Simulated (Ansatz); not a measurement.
**C3H5FGe: up Jacob's ladder to CCSD(T)**

An exercise on one series of results from a longer session: the logs are not shown, and one member is left open.

Program: Ansatz 0.2.0, Gaussian basis. Level of theory: functionals in def2-TZVPP, the program's frozen cores in correlated methods. These are calculated values, not measurements.

The runs, in order: PBE-D4, r2SCAN-D4, PBE0-D4, B3LYP-D4, ωB97X-V, ωB97M-V, B2PLYP; CCSD(T)/def2-TZVPP; MP2/def2-QZVPP; extrapolation to the limit.

## The geometry

The geometry comes from an earlier relaxation with PBE0-D4 in a triple-zeta def2 set; it is a stationary point, not always the lowest conformer.

SMILES `F[CH]1C=[CH][GeH2]1`, 10 atoms, charge 0, spin multiplicity 1.

Atoms are counted from 1 here; the program's logs count them from 0.

Bond lengths: F1–C2 1.382 Å, C2–C3 1.504 Å, C2–Ge5 2.012 Å, C2–H6 1.094 Å, C3–C4 1.339 Å, C3–H7 1.090 Å, C4–Ge5 1.948 Å, C4–H8 1.083 Å, Ge5–H9 1.536 Å, Ge5–H10 1.541 Å. Angles: F1–C2–C3 113.9°, F1–C2–Ge5 118.6°, F1–C2–H6 107.5°, C3–C2–Ge5 86.1°, C3–C2–H6 113.5°, Ge5–C2–H6 116.1°, C2–C3–C4 108.8°, C2–C3–H7 123.6°, C4–C3–H7 127.6°, C3–C4–Ge5 93.4°, C3–C4–H8 126.8°, Ge5–C4–H8 139.8°, C2–Ge5–C4 71.5°, C2–Ge5–H9 114.9°, C2–Ge5–H10 120.1°, C4–Ge5–H9 116.3°, C4–Ge5–H10 119.4°, H9–Ge5–H10 110.2°.

The first run:

in.yaml

```yaml
crystal:
  periodic: [false, false, false]
  atoms:
    - {symbol: F, position_ang: [-1.694883, -0.184975, 1.410447]}
    - {symbol: C, position_ang: [-0.371128, -0.135673, 1.014956]}
    - {symbol: C, position_ang: [-0.004086, -1.166806, -0.016227]}
    - {symbol: C, position_ang: [0.526948, -0.544945, -1.076934]}
    - {symbol: Ge, position_ang: [0.175340, 1.230317, -0.356995]}
    - {symbol: H, position_ang: [0.243812, -0.184082, 1.918450]}
    - {symbol: H, position_ang: [-0.133061, -2.238863, 0.130114]}
    - {symbol: H, position_ang: [0.970027, -1.011108, -1.948633]}
    - {symbol: H, position_ang: [-0.986483, 2.005418, -0.996242]}
    - {symbol: H, position_ang: [1.356712, 2.179615, -0.076035]}
basis:
  gaussian: {orbitals: def2-TZVPP}
hamiltonian: {xc: pbe, dispersion: d4}
output: {forces: true, orbitals: {seedname: orbitals}}
```

Run with:

```bash
ansatz run in.yaml --threads 4 --pin off --events-out ev --progress --plain --max-ram 10444MiB
```

Steps of the session up to this table: PBE-D4 (GGA); r2SCAN-D4 (meta-GGA); PBE0-D4 (hybrid); B3LYP-D4 (hybrid); ωB97X-V (range-separated); ωB97M-V (range-separated); B2PLYP (double hybrid); CCSD(T) in def2-TZVPP; MP2 in def2-QZVPP.

One table of the session follows, with a row left open; its other results are not shown here.

| method | atomisation energy (kJ/mol) |
| --- | --- |
| PBE-D4 | 3879.7 |
| r2SCAN-D4 | 3789.9 |
| PBE0-D4 | ? |
| B3LYP-D4 | 3756.2 |
| ωB97X-V | 3785.9 |
| ωB97M-V | 3772.3 |
| B2PLYP | 3729.1 |
| HF/def2-TZVPP | 2699.9 |
| MP2/def2-TZVPP | 3763.1 |
| CCSD/def2-TZVPP | 3620.9 |
| CCSD(T)/def2-TZVPP | 3690.1 |
| MP2/CBS | 3850.4 |
| CCSD(T)/CBS | 3777.3 |

**Question.** Estimate the row for PBE0-D4.

**Answer.** atomisation energy (kJ/mol): 3799.8. In the column «atomisation energy (kJ/mol)» it lies between r2SCAN-D4 (3789.9) and MP2/CBS (3850.4).
